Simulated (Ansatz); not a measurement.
# AlCo4 (R-3m) in Ansatz: a series of runs

One crystal, AlCo4, is run at these levels: LDA, r2SCAN, PBE; tasks: relaxation of cell and atoms.

Everything below comes from runs of Ansatz 0.2.0. Logs are shortened: lines on timing, memory, paths and dates and some standing lists are left out, and cuts for length are marked.

## 1. The crystal as given

It takes space group R-3m (No. 166, trigonal). The conventional cell has a = 2.579 Å, b = 2.579 Å, c = 29.923 Å, α = 90.00°, β = 90.00°, γ = 120.00°. Co (site symmetry 3m) is surrounded by 9 Co at 2.45 to 2.58 Å and 3 Al at 2.52 Å. Co (site symmetry 3m) is surrounded by 12 Co at 2.45 to 2.58 Å. Al (site symmetry -3m) is surrounded by 6 Co at 2.52 Å and 6 Al at 2.58 Å.

The cell comes from a database or a generator and needn't be the stable form of this composition.

## 2. Relaxation of cell and atoms, LDA, collinear spin, ferromagnetic start

File input.yaml:

```yaml
crystal:
  lattice:
    - [1.2893368271, 0.7443989642, 9.9743618604]
    - [-1.2893368271, 0.7443989642, 9.9743618604]
    - [0.0, -1.4887979284, 9.9743618604]
  atoms:
    - { symbol: Co, position: [0.401145, 0.401145, 0.401145], spin: 2.0 }
    - { symbol: Co, position: [0.799679, 0.799679, 0.799679], spin: 2.0 }
    - { symbol: Co, position: [0.200321, 0.200321, 0.200321], spin: 2.0 }
    - { symbol: Co, position: [0.598855, 0.598855, 0.598855], spin: 2.0 }
    - { symbol: Al, position: [0.0, 0.0, 0.0] }
hamiltonian:
  xc: lda
  pseudopotentials: { kind: paw }
magnetization:
  spin_polarized: true
kpoints:
  mp_grid: { grid: [12, 12, 12] }
scf:
  occupations: { method: fermi_dirac, width: 0.05 }
output:
  forces: true
  stress: true
  eigenvalues: true
relax:
  f_tol: 0.01
  max_steps: 40
  cell: { stress_tol: 0.05 }
```

Potentials or basis: Ansatz PAW.

Launch:

```sh
ansatz run input.yaml --threads 2 --pin off --max-ram 5632MiB --backend cpu --events-out ev --progress --plain --runs-dir out
```

The log of the run:

```text
Warning: RAYON_NUM_THREADS=2 ignored (pool sized by the plan → 2); use --threads N
basis.fft_grid_basis auto: the FFT boxes are laid along the combinations [[1, 0, -1], [0, 1, -1], [0, 0, 1]] of the cell's own vectors, 2.579, 2.579 and 10.085 Å long. The dense box has 18×18×72 points. Along the cell's own vectors, as sized, it would have 72×72×72, 16.00 times as many. Of the 12 symmetry operations that the crystal satisfies within crystal.symmetry.tolerance (time reversal apart; of a slab, those that keep its plane) the dense box along the cell's own vectors carries 12, and the one as laid loses 8 of those. basis.fft_grid_basis: typed keeps the cell's own vectors: state it where this run's energies or levels are differenced outside the engine with another run's, or held beside a run that keeps those vectors.
Engine: ansatz 0.2.0, x86_64-unknown-linux-gnu
Pseudopotentials: kind: paw
Pseudopotential: Co, paw, valence charge 17, recommended cutoff 420 eV (normal), Co.paw.azcp
Pseudopotential: Al, paw, valence charge 3, recommended cutoff 420 eV (normal), Al.paw.azcp
Functional definition: SPW92
  exchange = slater_x
  correlation = pw_c
Crystal: 5 atoms, lattice volume = 57.439 Å³
Basis set: ecut = 420 eV, 1143 PW (Γ), FFT grids on a1−a3, a2−a3, a3
Bands: 48, of which v1, the nominal top of the filled ones, is band 36 counted from 1 (35 counted from 0)
Symmetry: 12 space group operations
Space group: R-3m (ITA 166), of the structure as read, at distance tolerance 3.9e-5 Å
Magnetic group: BNS 166.97 (UNI 1327), of the structure as read, at distance tolerance 3.9e-5 Å
k-points: 189 of 1728
Non-local potential: Co, projectors of the file, l = 0: 3, l = 1: 2, l = 2: 3, l = 3: 1
Non-local potential: Al, projectors of the file, l = 0: 2, l = 1: 2, l = 2: 1
PAW form: soft (Blöchl's): semilocal exchange-correlation on the pseudo side does not see the compensation charge
PAW frozen core: Co, regenerated for the run's functional, and the local potential with it (the file was generated under x = pbe(κ = 0.804, μ = 0.2195149727645171), c = pbe(β = 0.06672455060314922))
PAW frozen core: Al, regenerated for the run's functional, and the local potential with it (the file was generated under x = pbe(κ = 0.804, μ = 0.2195149727645171), c = pbe(β = 0.06672455060314922))
PAW one-centre angular grid: Co, 590 points (default); XC on 64 Gauss nodes
PAW one-centre angular grid: Al, 110 points (default); XC on 64 Gauss nodes
Initial density: superposition of atomic densities (chi_scale 0.1, normalization cell)
Starting moments: Σ|m| = 8 μB on 4 of 5 sites
Initial wavefunctions: pseudopotential atomic-orbital guess
Functional: x = slater, c = lda
SCF iter   1: F=—  HF=-20762.966958 eV  |F-HF|=—  |Δ(HF+E_count)|=         —  Δρ=7.83e-2 (↑6.10e-2 ↓7.83e-2)  dr2=7.51e0  dr2_m=1.97e-1  M=6.908 μB ∫|m|=7.372 μB  β_m=0.30  ethr=3.10e-3  ⟨swp⟩=6.0  Hψ=65028  notcnv=0  defer=64
Mixer restart at iter 1: flushing history
preconditioner: auto → Kerker (q_TF=auto, 2.826 Å⁻¹)  [metal: Δε(μ)=0.008 eV  Ē_g=8.028 eV  σ=0.050 eV  W_gap=0.04  n_scr=14 (ndim 8)  ℏωp=30.6 eV  f_vac=0.000  D(μ)=3.90/eV (n_scr^D=46)]
spin=Collinear: Kerker preconditioning applied to the charge; magnetization (m = ρ↑ − ρ↓) channel mixes plain (no charge-response kernel on spin).
SCF iter   2: F=—  HF=-20760.786562 eV  |F-HF|=—  |Δ(HF+E_count)|=    2.18e0  Δρ=2.47e-2 (↑1.44e-2 ↓2.47e-2)  dr2=4.75e-1  dr2_m=1.26e-1  M=6.797 μB ∫|m|=7.286 μB  β_m=0.34  ethr=3.10e-3  ⟨swp⟩=2.0  Hψ=30676  notcnv=0  defer=1351
SCF iter   3: F=—  HF=-20761.927181 eV  |F-HF|=—  |Δ(HF+E_count)|=    1.14e0  Δρ=1.77e-2 (↑1.22e-2 ↓1.77e-2)  dr2=2.54e-1  dr2_m=7.50e-2  M=6.561 μB ∫|m|=7.102 μB  β_m=0.62  ethr=6.68e-4  ⟨swp⟩=2.0  Hψ=22562  notcnv=0  defer=1283
SCF iter   4: F=—  HF=-20763.473937 eV  |F-HF|=—  |Δ(HF+E_count)|=         —  Δρ=4.48e-2 (↑1.71e-2 ↓4.48e-2)  dr2=8.75e-1  dr2_m=4.36e-1  M=5.813 μB ∫|m|=6.336 μB  β_m=0.62  ethr=3.58e-4  ⟨swp⟩=2.3  Hψ=26873  notcnv=0  defer=1283
Mixer restart at iter 4: flushing history
SCF iter   5: F=—  HF=-20763.932401 eV  |F-HF|=—  |Δ(HF+E_count)|=   4.58e-1  Δρ=2.31e-2 (↑2.31e-2 ↓1.47e-2)  dr2=2.23e-1  dr2_m=1.69e-1  M=5.635 μB ∫|m|=6.167 μB  β_m=0.78  ethr=3.58e-4  ⟨swp⟩=3.0  Hψ=38503  notcnv=0  defer=1238
SCF iter   6: F=—  HF=-20763.977106 eV  |F-HF|=—  |Δ(HF+E_count)|=   4.47e-2  Δρ=2.26e-2 (↑1.39e-2 ↓2.26e-2)  dr2=6.71e-1  dr2_m=1.23e-2  M=5.578 μB ∫|m|=6.115 μB  β_m=0.69  ethr=3.14e-4  ⟨swp⟩=2.6  Hψ=37732  notcnv=0  defer=1280
[... 158 lines left out ...]
SCF iter  11: F=—  HF=-20764.129507 eV  |F-HF|=—  |Δ(HF+E_count)|=  4.00e-11  Δρ=6.51e-8 (↑2.02e-8 ↓6.51e-8)  dr2=3.87e-12  dr2_m=4.27e-13  M=4.563 μB ∫|m|=5.003 μB  β_m=0.60  ethr=1.00e-12  ⟨swp⟩=1.0  Hψ=18144  notcnv=0
SCF iter  12: F=-20764.129507 eV  HF=-20764.129507 eV  |F-HF|=1.46e-11  |Δ(HF+E_count)|=  1.46e-11  Δρ=1.22e-7 (↑8.70e-8 ↓1.22e-7)  dr2=2.17e-11  dr2_m=2.25e-13  M=4.563 μB ∫|m|=5.003 μB  ethr=1.00e-12  ⟨swp⟩=2.2  Hψ=51933  notcnv=0
SCF 9 converged in 12 iterations: F = -20764.129507 eV  dr2 = 2.17e-11
relax step   9: F+E_penalty+E_count = -20764.12950686 eV  Δ(F+E_penalty+E_count) = +6.913e-5 eV  max|allowed force component| = 1.650e-3 eV/Å  Δτ_max = 0.0000 Å  P = +0.003 GPa  Ω = 52.540 Å³  stress off target by 1.39e-2 GPa  SCF on the basis re-selected at this cell (its energy is not comparable with the rows above)  (12 SCF iters)
basis re-selected at this cell: Δ(F+E_penalty+E_count) = +6.913e-5 eV, ΔP = -0.004 GPa vs the last step (what re-selecting the basis moved, of the pressure what is left beyond the Pulay correction that the steps carried, after the strain that the cell walked since its last selection, with what the two solves' SCF thresholds leave and, on support functions, any second-order correction that the steps lacked; it is no measure of the basis error at this ecutwfc). This SCF's stress stands 1.39e-2 GPa from its target on what of the cell is left free (relax.cell.stress_tol is 5.00e-2 GPa) and its largest allowed force component is 1.65e-3 eV/Å (relax.f_tol is 1.00e-2 eV/Å): within both
SCF converged after 12 iterations
Magnetization: 4.5630 μB (37.7815 up, 33.2185 down)
Absolute magnetization: 5.0041 μB (∫|ρ↑−ρ↓|, with the PAW one-centre terms)
Spin contamination: 0.0681 ħ² per cell (⟨S²⟩ above its minimum at these occupations)
Per-site moments (μB) at R_I (Å): [(0.8633048323960427, 0.9912009735600319), (1.5196216355285608, 0.9912009735600319), (1.5196216355285614, 0.9912009735600319), (0.8633048323960425, 0.9912009735600319), (-0.04015916712544721, 1.0042222894105832)]
Free energy (F): -20764.129507 eV
Harris-Foulkes:  -20764.129507 eV  (|F-HF|=1.46e-11)
Internal energy: -20764.077114 eV  (E = F + TS)
E sigma→0 (E₀):  -20764.103310 eV
Entropy (-TS):   -0.052393 eV (-10.479 meV/atom)
Fermi energy:    17.749963 eV
--- Per-component energies (eV) ---
  E_band       = -987.661861
  E_kinetic    = 1852.981356
  E_local      = -15548.816626  (includes V_loc(G=0)·N_el)
  E_nonlocal   = 1848.795555
  E_hartree    = 6838.251934
  E_xc         = -674.910078
  E_vxc        = -854.299440  (∫ρ·V_xc dr)
  E_paw        = -6254.398649  (= ΣΔE_a)
  E_vpaw       = -1962.826333  (= ΣTr[D̂ρ^β])
  E_aug_tail   = 0.000119  (compensation charges beyond the density's cutoff)
  E_ewald      = -8827.709444
  E_core_change = 1.728719  (= ΣΔE_core)
  E_smearing   = -0.052393  (= −TS)
  E_closure    = 0.000000  (closes the sum)
  Σ components = -20764.129507   (vs F -20764.129507, Δ=0.00e0)
--- Forces (eV/Å), atoms counted from 1 ---
  atom   1  Co    -0.00000000    -0.00000000     0.00165007
  atom   2  Co     0.00000000     0.00000000    -0.00021967
  atom   3  Co    -0.00000000    -0.00000000     0.00021967
  atom   4  Co     0.00000000     0.00000000    -0.00165007
  atom   5  Al    -0.00000000    -0.00000000     0.00000000
  max |Σ_I F_I| component: 1.16e-18 eV/Å
--- Stress (GPa, compression-positive) ---
       -0.002785      -0.000000      -0.000000
       -0.000000      -0.002785      -0.000000
       -0.000000      -0.000000       0.013948
  P = ⅓ Tr σ = 0.0028 GPa (0.028 kbar)
--- Band table (eV; the first three rows and the last of 378) ---
  k-point 0 ↑: bands = ["-77.4475", "-77.4064", "-76.8782", "-76.8781", "-41.2215", "-41.0150", "-40.9727", "-40.9727", "-40.9375", "-40.9375", "-40.4794", "-40.4714", "-40.4627", "-40.4627", "-40.4626", "-40.4626", "6.4100", "9.3041", "9.6675", "12.2379", "12.6605", "14.8378", "15.0613", "15.0613", "15.1173", "15.1173", "15.2850", "15.4685", "15.5019", "15.5019", "15.6043", "15.6043", "16.3822", "16.3822", "16.4257", "16.5127", "16.5127", "16.9643", "16.9643", "17.3045", "17.3045", "23.1369", "26.7890", "33.3507", "33.3507", "33.7705", "35.4661", "36.5723"]
  k-point 1 ↑: bands = ["-77.4445", "-77.4047", "-76.8759", "-76.8758", "-41.2162", "-41.0251", "-40.9789", "-40.9775", "-40.9537", "-40.9406", "-40.4800", "-40.4795", "-40.4759", "-40.4693", "-40.4665", "-40.4665", "6.6251", "9.5171", "9.9111", "12.4055", "12.8271", "14.7494", "14.9529", "15.0292", "15.1235", "15.1693", "15.1832", "15.3641", "15.4195", "15.5912", "15.6479", "15.7006", "15.9221", "16.2966", "16.3091", "16.5521", "16.6225", "16.9674", "17.3113", "17.3340", "17.8315", "23.4025", "26.8681", "31.0427", "32.6334", "33.6317", "35.5979", "36.2814"]
  k-point 2 ↑: bands = ["-77.4361", "-77.4000", "-76.8695", "-76.8695", "-41.2025", "-41.0610", "-40.9994", "-40.9905", "-40.9854", "-40.9492", "-40.5224", "-40.5218", "-40.4772", "-40.4771", "-40.4716", "-40.4671", "7.2601", "10.1342", "10.5973", "12.8533", "13.2306", "14.4768", "14.5517", "14.7437", "14.8562", "15.2282", "15.3089", "15.4207", "15.4677", "15.4929", "15.7574", "15.7899", "15.9642", "16.0976", "16.3141", "16.5874", "16.6624", "16.9770", "17.3290", "18.0926", "18.6852", "24.1287", "27.1239", "27.6713", "31.4646", "32.9493", "33.3877", "34.4372"]
  k-point 188 ↓: bands = ["-75.8662", "-75.8658", "-75.6611", "-75.6183", "-39.7090", "-39.6764", "-39.4381", "-39.4158", "-39.4158", "-39.4155", "-39.4155", "-39.2430", "-39.2258", "-39.2258", "-39.1887", "-39.1887", "6.3962", "8.8863", "11.2335", "11.3380", "13.3525", "15.1600", "16.2468", "16.3478", "16.3478", "16.3517", "16.3517", "16.5397", "16.5397", "16.5931", "16.6045", "16.6045", "17.3305", "17.5913", "17.5913", "17.7922", "17.7922", "18.0318", "18.0318", "18.6555", "18.6555", "22.4878", "29.4236", "31.0190", "33.2932", "33.2932", "36.5359", "36.5359"]
--- Relaxed structure (7 steps of the walk, 7 accepted, 2 SCFs on fresh bases) ---
  F+E_penalty+E_count = -20764.12950686 eV   max|allowed force component| = 1.650e-3 eV/Å   (the final SCF, on the basis selected at the relaxed cell)
  cell:  # Å, volume = 52.5399 Å³
    - [1.2507068933258547, 0.7220959615390042, 9.695886336240862]
    - [-1.2507068933258547, 0.7220959615390042, 9.695886336240862]
    - [-1.3214811452197409e-33, -1.4441919230780056, 9.695886336240862]
  atoms:
    - { symbol: Co, position: [0.4007105480285084, 0.4007105480285084, 0.40071054802850836] }
    - { symbol: Co, position: [0.8000682025006048, 0.8000682025006048, 0.8000682025006048] }
    - { symbol: Co, position: [0.19993179749939521, 0.19993179749939521, 0.19993179749939521] }
    - { symbol: Co, position: [0.5992894519714916, 0.5992894519714916, 0.5992894519714915] }
    - { symbol: Al, position: [-5.4349450504196e-21, -5.434945050419611e-21, -5.434945050419647e-21] }
```

Wall time 3.3 min (2 threads of Intel Xeon 6975P-C (Granite Rapids), shared host); peak memory 0.99 GiB.

Results:

```
Free energy                            : -20764.1295 eV
Relaxed volume                         : 10.51 Å³/atom
Relaxed cell                           : a = 9.803 Å, b = 9.803 Å, c = 9.803 Å, α = 14.66°, β = 14.66°, γ = 14.66°
Space group after relaxing (to 0.05 Å) : R-3m (No. 166)
Energy gained by relaxing              : 48.9 meV/atom
Ionic steps                            : 9
Pressure after relaxing                : 0.0 GPa
Band gap on the k mesh                 : none (metal or under the smearing width)
Net moment                             : 4.56 μB per cell
Absolute moment                        : 5.00 μB per cell
Site moments                           : Co +0.86, +1.52; Al -0.04 μB
```

The path:
```
step  energy change (eV)  largest force (eV/Å)  volume (Å³)
   1              0.0000                0.1715        57.44
   2             -0.1947                0.0410        54.73
   3             -0.2474                0.1052        52.48
   4             -0.2487                0.0132        52.54
   5             -0.2487                0.0084        52.60
   6             -0.2487                0.0010        52.59
   7             -0.2444                0.0011        52.59
   8             -0.2445                0.0018        52.54
   9             -0.2444                0.0016        52.54
```

Final structure:
```
CELL_PARAMETERS angstrom
1.25071 0.72210 9.69589
-1.25071 0.72210 9.69589
0.00000 -1.44419 9.69589
ATOMIC_POSITIONS crystal
Co 0.40071 0.40071 0.40071
Co 0.80007 0.80007 0.80007
Co 0.19993 0.19993 0.19993
Co 0.59929 0.59929 0.59929
Al 0.00000 0.00000 0.00000
```

Levels at points of the mesh, in eV from the Fermi level:
Spin up:
| k point | band 36 | band 37 | band 38 | band 39 | band 40 | band 41 |
| --- | --- | --- | --- | --- | --- | --- |
| (0.00, 0.00, 0.00) | -1.24 | -1.24 | -0.79 | -0.79 | -0.45 | -0.45 |
| (0.00, 0.00, -0.50) | -0.13 | -0.11 | -0.01 | 1.14 | 2.14 | 2.16 |
| (0.00, -0.50, -0.50) | -0.13 | -0.11 | 0.14 | 1.13 | 1.28 | 2.65 |
| (-0.50, -0.50, -0.50) | -1.25 | -0.76 | -0.76 | -0.58 | -0.46 | -0.46 |
Spin down:
```tsv
k point	band 31	band 32	band 33	band 34	band 35	band 36
(0.00, 0.00, 0.00)	-1.14	-1.14	-0.94	-0.14	-0.14	0.03
(0.00, 0.00, -0.50)	-0.44	-0.03	0.76	0.79	0.85	0.89
(0.00, -0.50, -0.50)	-0.07	0.42	0.81	0.85	0.89	0.93
(-0.50, -0.50, -0.50)	-1.15	-1.15	-0.42	-0.16	-0.16	0.04
```

Caveat: the plane-wave basis is chosen anew once the cell has moved, so the energies of steps on either side of that aren't comparable; the PAW data sets come from PBE, with cores solved anew for the run's functional, which leaves a small shift of forces and pressure.

(Part 1 of 2 ends here.)
